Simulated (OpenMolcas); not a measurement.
**Pt⁴⁺: CASSCF and CASPT2 terms and fine-structure levels**

Wanted: the level scheme of Pt⁴⁺ from active-space wave functions, then second-order correlation.

Method: state-averaged CASSCF and CASPT2, spin-orbit coupling by RASSI with atomic mean-field integrals. Code: OpenMolcas 26.06.

**1. The system**

```
Species                           : Pt⁴⁺ (platinum, Z = 78, 74 electrons)
Basis                             : ANO-R2 [8s6p5d3f1g], 81 functions
Scalar Hamiltonian                : X2C, finite nucleus
Inactive shells                   : 1s 2s 2p 3s 3p 3d 4s 4p 4d 4f 5s 5p
Active space                      : 6 electrons in 10 orbitals (5d 6d)
Some configurations of this space : 5d⁶
Orbitals                          : optimised for each spin and parity, averaged over all roots
```

The outer shells:

5d6
```
5d [↑↓][↑ ][↑ ][↑ ][↑ ]
```

The work runs as a chain of OpenMolcas steps in one folder; each step below is one input file. Labels, J, g values, rates, χT and fits are worked out afterwards by a script from the matrices that RASSI stores.

**2. One- and two-electron integrals**

The input, a.inp:

```
&GATEWAY
Coord
1

Pt 0.0 0.0 0.0
Basis=ANO-R2
Group=XYZ
NoMove
AngMom=0.0 0.0 0.0
AMFI
&SEWARD
```

**3. A small preliminary run for start orbitals**

The input, a.inp:

```
&RASSCF
FileOrb=start.orb
Symmetry=1
Spin=5
nActEl=6 0 0
Inactive=15 19
Ras2=5 0
CIRoot=5 5 1
SDav=5
CIMx=300
Iter=120 100
PrWF=0.3
OrbListing=Nothing
MaxOrb=0
Atom
>>> COPY $Project.JobIph JOBPRE
```

**4. Reference wave functions, quintets of even parity, 5 roots**

The input, a.inp:

```
&RASSCF
FileOrb=start.orb
Symmetry=1
Spin=5
nActEl=6 0 0
Inactive=15 19
Ras2=10 0
CIRoot=5 5 1
SDav=2310
CIMx=300
Iter=120 100
PrWF=0.3
OrbListing=Nothing
MaxOrb=0
Atom
>>> COPY $Project.JobIph JOB001
```

**5. Reference wave functions, triplets of even parity, 45 roots**

The input, a.inp:

```
&RASSCF
FileOrb=start.orb
Symmetry=1
Spin=3
nActEl=6 0 0
Inactive=15 19
Ras2=10 0
CIRoot=45 45 1
SDav=500
CIMx=300
Iter=120 100
PrWF=0.3
OrbListing=Nothing
MaxOrb=0
Atom
>>> COPY $Project.JobIph JOB002
```

**6. CASSCF: singlets of even parity, 49 roots**

The input, a.inp:

```
&RASSCF
FileOrb=start.orb
Symmetry=1
Spin=1
nActEl=6 0 0
Inactive=15 19
Ras2=10 0
CIRoot=49 49 1
SDav=500
CIMx=300
Iter=120 100
PrWF=0.3
OrbListing=Nothing
MaxOrb=0
Atom
>>> COPY $Project.JobIph JOB003
```

**7. State interaction with spin-orbit coupling**

The input, a.inp:

```
&RASSI
NrOfJobIphs=3 5 45 49
1 2 3 4 5
1 2 3 4 5 6 7 8 9 10 11 12 13 14 15 16 17 18 19 20 21 22 23 24 25 26 27
28 29 30 31 32 33 34 35 36 37 38 39 40 41 42 43 44 45
1 2 3 4 5 6 7 8 9 10 11 12 13 14 15 16 17 18 19 20 21 22 23 24 25 26 27
28 29 30 31 32 33 34 35 36 37 38 39 40 41 42 43 44 45 46 47 48 49
IphNames
JOB001
JOB002
JOB003
EJob
SpinOrbit
DIPRint=1.0
SOCoupling=1000.0
Subsets=2
MEES
Property=10
'ANGMOM' 1 'ANGMOM' 2 'ANGMOM' 3 'MLTPL  1' 1 'MLTPL  1' 2 'MLTPL  1' 3
'AMFI' 1 'AMFI' 2 'AMFI' 3 'MLTPL  2' 6
SOProperty=3
'ANGMOM' 1 'ANGMOM' 2 'ANGMOM' 3
```

**8. CASPT2: IPEA 0.25, imaginary shift 0.1 (closed shells correlated: 5s 5p)**

The input, a.inp:

```
>>> COPY JOB001 $Project.JobIph
&CASPT2
Multistate=5 1 2 3 4 5
Frozen=14 16
IPEA=0.25
Imaginary=0.1
MaxIter=60
WThr=0.0 0.3 0.05
PrWF=0.5
NoMix
>>> COPY JOB002 $Project.JobIph
&CASPT2
Multistate=45 1 2 3 4 5 6 7 8 9 10 11 12 13 14 15 16 17 18 19 20 21 22
23 24 25 26 27 28 29 30 31 32 33 34 35 36 37 38 39 40 41 42 43 44 45
Frozen=14 16
IPEA=0.25
Imaginary=0.1
MaxIter=60
WThr=0.0 0.3 0.05
PrWF=0.5
NoMix
>>> COPY JOB003 $Project.JobIph
&CASPT2
Multistate=49 1 2 3 4 5 6 7 8 9 10 11 12 13 14 15 16 17 18 19 20 21 22
23 24 25 26 27 28 29 30 31 32 33 34 35 36 37 38 39 40 41 42 43 44 45 46
47 48 49
Frozen=14 16
IPEA=0.25
Imaginary=0.1
MaxIter=60
WThr=0.0 0.3 0.05
PrWF=0.5
NoMix
```

(Steps that only read results are left out.)

Q: Predict the outcome of this session. Wanted: lowest level; first excited level; lowest level of another term; spin-orbit lowering of the lowest level; strongest of the lines computed, by gA.

The runs gave:

| quantity | value |
| --- | --- |
| method | SS-CASPT2, IPEA 0.25, imaginary shift 0.1 (closed shells correlated: 5s 5p) |
| lowest level | 5d⁶ ⁵D₄, 80 % of that term, g = 1.442 |
| ground level listed by NIST | 5D4 |
| first excited level | 5d⁶ ⁵D₂ at 6250 cm⁻¹ |
| lowest level of another term | 5d⁶ ³H₄ at 17280 cm⁻¹ |
| spin-orbit lowering of the lowest level | 10103 cm⁻¹ |
| strongest of the lines computed, by gA (one parity, so forbidden lines), at CASSCF energies | 5d⁶ ³F₃(2) → 5d⁶ ³G₃, 347.3 nm, A = 6.64e+01 s⁻¹ |

What each method costs and misses:

```
                                              method  time of its own steps  time with the reference  mean absolute difference from method B (cm-1)
                                           A. CASSCF                4.7 min                  4.7 min                                           3400
B. SS-CASPT2, IPEA 0.25, imaginary shift 0.1, +5s 5p                 35 min                   39 min                                              0
```

Times are of one thread on a shared host.

The multiplet ⁵D is irregular, with J out of order. Second-order correlation (method B) scales the levels of the lowest configuration above 5000 cm⁻¹ by 0.88 to 1.03. Only the configurations of the active space and the roots asked for are present. The lowest level holds only 80 % of its leading term, so the LS label is a loose one. Not all states of the active space went into the spin-orbit step. CASPT2 does not keep the components of a term degenerate, and the means are used. The levels of the extra active shells were not computed. Only valence configurations of the active space appear, up to the ionisation limit; * or ° marks odd parity.
